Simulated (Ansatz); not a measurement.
# TaAl₃: a line through a two-coordinate scan

Method: DFT PBEsol, scalar-relativistic, plane waves, PAW, in Ansatz 0.2.0.

### Step 1. The system as given

The structure is tetragonal, space group I4/mmm (No. 139). Conventional cell: a = 3.829 Å, b = 3.829 Å, c = 8.503 Å, α = 90.00°, β = 90.00°, γ = 90.00°. Ta (site symmetry 4/mmm) is surrounded by 12 Al at 2.71 to 2.86 Å. Al (site symmetry 4/mmm) is surrounded by 4 Ta at 2.71 Å and 8 Al at 2.86 Å. Al (site symmetry -4m2) is surrounded by 8 Al at 2.71 to 2.86 Å and 4 Ta at 2.86 Å.

Coordinates:

```xyz
4
Lattice="-1.9146 1.9146 4.2515 1.9146 -1.9146 4.2515 1.9146 1.9146 -4.2515" Properties=species:S:1:pos:R:3 pbc="T T T"
Ta    0.0000    0.0000    4.2515
Al    0.0000    0.0000    0.0000
Al    0.0000    1.9146    2.1257
Al    1.9146    0.0000    2.1257
```

It is the result of an earlier relaxation at this level (volume 15.58 Å³/atom; gap on the mesh: none (metal)).

### Step 2. Plan of the line

The energy is mapped over volume and the cell's shape.

- volume per atom: 7 values from 13.09 to 18.08 Å³
- c/a of the conventional cell: 7 values from 1.968 to 2.505

Nothing else is relaxed (symmetry fixes all fractional coordinates). Energies count from the relaxed crystal. Points are written as (first, second).

### Step 3. Point (13.09 Å³, 2.406)

Input file input.yaml:

```yaml
crystal:
  lattice:
    - [-1.7587157476, 1.7587157476, 4.2323494465]
    - [1.7587157476, -1.7587157476, 4.2323494465]
    - [1.7587157476, 1.7587157476, -4.2323494465]
  atoms:
    - { symbol: Ta, position: [0.5, 0.5, 0.0] }
    - { symbol: Al, position: [0.0, 0.0, 0.0] }
    - { symbol: Al, position: [0.75, 0.25, 0.5] }
    - { symbol: Al, position: [0.25, 0.75, 0.5] }
basis:
  ecutwfc: 420
kpoints:
  mp_grid: { grid: [16, 16, 16] }
hamiltonian:
  xc: pbesol
scf:
  occupations: { method: gaussian, width: 0.15 }
output:
  forces: true
  stress: true
  eigenvalues: true
```

Command:

```console
> ansatz run input.yaml --threads 2 --pin off --max-ram 4096MiB --backend cpu --events-out ev --progress --plain --runs-dir out
```

Q: Estimate wall time and peak memory on 2 threads of Arm Neoverse V2, shared host.

About 7.7 s, with a peak of 0.52 GiB.
